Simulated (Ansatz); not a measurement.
**C₂H₄SSi: a ladder of functionals and wavefunction methods**

An exercise on one series of results from a longer session: the logs are not shown, and one member is left open.

Method: functionals in def2-TZVPP, the program's frozen cores in correlated methods; program: Ansatz 0.2.0, Gaussian basis.

Plan: LDA (SPW92), PBE-D4, revPBE-D4, BLYP-D4, r2SCAN-D4, B97M-V, PBE0-D4, B3LYP-D4, r2SCANh-D4, r2SCAN0-D4, HSE06-D4, BHLYP-D4, CAM-B3LYP-D4, LC-ωPBE, ωB97X-V, ωB97M-V, B2PLYP, PBE-QIDH; CCSD(T)/def2-SVP; CCSD(T)/def2-TZVPP; MP2/def2-QZVPP; extrapolation to the limit; RPA on PBE.

## The relaxed structure

The geometry comes from an earlier relaxation with PBE0-D4 in a triple-zeta def2 set; it is a stationary point, not always the lowest conformer.

SMILES `C1=CS[SiH2]1`, 8 atoms, charge 0, spin multiplicity 1.

Atoms are counted from 1 here; the program's logs count them from 0.

Bond lengths: C1–C2 1.342 Å, C1–Si4 1.841 Å, C1–H5 1.081 Å, C2–S3 1.782 Å, C2–H6 1.087 Å, S3–Si4 2.171 Å, Si4–H7 1.484 Å, Si4–H8 1.484 Å. Angles: C2–C1–Si4 94.5°, C2–C1–H5 125.7°, Si4–C1–H5 139.8°, C1–C2–S3 112.3°, C1–C2–H6 128.5°, S3–C2–H6 119.2°, C2–S3–Si4 72.6°, C1–Si4–S3 80.6°, C1–Si4–H7 118.2°, C1–Si4–H8 118.2°, S3–Si4–H7 114.0°, S3–Si4–H8 114.0°, H7–Si4–H8 109.3°.

Set-up of the first run:

in.yaml

```yaml
crystal:
  periodic: [false, false, false]
  atoms:
    - {symbol: C, position_ang: [-0.565101, 0.720053, -0.116594]}
    - {symbol: C, position_ang: [0.552629, 0.968485, 0.583310]}
    - {symbol: S, position_ang: [1.588374, -0.473404, 0.740356]}
    - {symbol: Si, position_ang: [-0.160049, -1.051228, -0.410091]}
    - {symbol: H, position_ang: [-1.341378, 1.438312, -0.340899]}
    - {symbol: H, position_ang: [0.873051, 1.903059, 1.037766]}
    - {symbol: H, position_ang: [-1.001430, -2.081981, 0.248136]}
    - {symbol: H, position_ang: [0.146005, -1.480497, -1.797784]}
basis:
  gaussian: {orbitals: def2-TZVPP}
hamiltonian: {xc: lda}
output: {orbitals: {seedname: orbitals}}
```

Started as:

```sh
$ ansatz run in.yaml --threads 2 --pin off --events-out ev --progress --plain --max-ram 4352MiB
```

Among the steps run: LDA; PBE-D4 (GGA); revPBE-D4 (GGA); BLYP-D4 (GGA); r2SCAN-D4 (meta-GGA); B97M-V (meta-GGA); PBE0-D4 (hybrid); B3LYP-D4 (hybrid); r2SCANh-D4 (hybrid); r2SCAN0-D4 (hybrid); HSE06-D4 (hybrid); BHLYP-D4 (hybrid); CAM-B3LYP-D4 (range-separated); LC-ωPBE (range-separated); ωB97X-V (range-separated); ωB97M-V (range-separated); B2PLYP (double hybrid); PBE-QIDH (double hybrid).

One of the session's tables, all rows but one given; the rest of the session is left out.

It belongs to the step «Frontier levels by functional». 

| functional | HOMO (eV) | gap (eV) |
| --- | --- | --- |
| LDA (SPW92) | -5.63 | 3.84 |
| PBE-D4 | -5.49 | 3.90 |
| revPBE-D4 | -5.43 | 3.93 |
| BLYP-D4 | -5.30 | 3.88 |
| r2SCAN-D4 | -5.69 | 4.28 |
| B97M-V | -5.76 | 4.38 |
| PBE0-D4 | ? | ? |
| B3LYP-D4 | -6.32 | 5.50 |
| r2SCANh-D4 | -6.09 | 5.03 |
| r2SCAN0-D4 | -6.69 | 6.16 |
| HSE06-D4 | -6.16 | 5.15 |
| BHLYP-D4 | -7.46 | 7.94 |
| CAM-B3LYP-D4 | -7.79 | 8.33 |
| LC-ωPBE | -9.15 | 10.79 |
| ωB97X-V | -8.79 | 10.38 |
| ωB97M-V | -8.66 | 10.10 |

Estimate the missing values for PBE0-D4.

The run gave: HOMO (eV): -6.55; gap (eV): 5.93. In the column «HOMO (eV)» it lies between r2SCAN0-D4 (-6.69) and B3LYP-D4 (-6.32).
